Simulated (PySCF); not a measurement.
# C7H4ClFO: the cost of one run

The runs use PySCF 2.14.0, with density-fitted response routines of our own; the level of theory stands in each step. All values are computed, except where a source is named. Atoms count from 0, in the outputs and in this text.

## 1. The molecule as given

14 atoms, charge 0, multiplicity 1; geometry from: GFN2-xTB. The atoms were then displaced at random by about 0.01 Å, so the start is not that level's minimum.

Bonds of the start (Å): O0–C1 1.18, C1–Cl2 1.76, C1–C3 1.43, C3–C4 1.42, C4–C5 1.38, C5–C6 1.37, C6–F7 1.33, C6–C8 1.38, C8–C9 1.38, C9–C3 1.41, C4–H10 1.08, C5–H11 1.08, C8–H12 1.10, C9–H13 1.08.

## 2. Relaxing the molecule at PBE0-D3(BJ)/def2-SVP

Job settings and geometry (Å):

```
{"job": {"xc": "PBE0", "basis": "def2-SVP", "d3": "d3bj", "grid": 1, "shake": 0.01, "kind": "geom"}, "charge": 0, "multiplicity": 1}
O      2.871430     1.343290    -0.329000
C      2.299670     0.339130    -0.077160
Cl     3.275730    -1.080700     0.286020
C      0.893310     0.108850    -0.026930
C      0.285680    -1.134770     0.274290
C     -1.088450    -1.264330     0.309910
C     -1.869300    -0.171010     0.030370
F     -3.197420    -0.302020     0.052670
C     -1.339380     1.074650    -0.260060
C      0.032090     1.199010    -0.294920
H      0.912090    -1.976870     0.510580
H     -1.540480    -2.213910     0.554650
H     -2.017880     1.911260    -0.503070
H      0.475780     2.152350    -0.535090
```

Started as:

```bash
OMP_NUM_THREADS=1 python probes_run.py task.json out
```

One launch serves the whole session: the jobs run in the order shown.

Q: Estimate the wall time and peak memory of this first job on 1 thread of Arm Neoverse V2, shared host.

About 84 s, with a peak of 0.66 GiB.
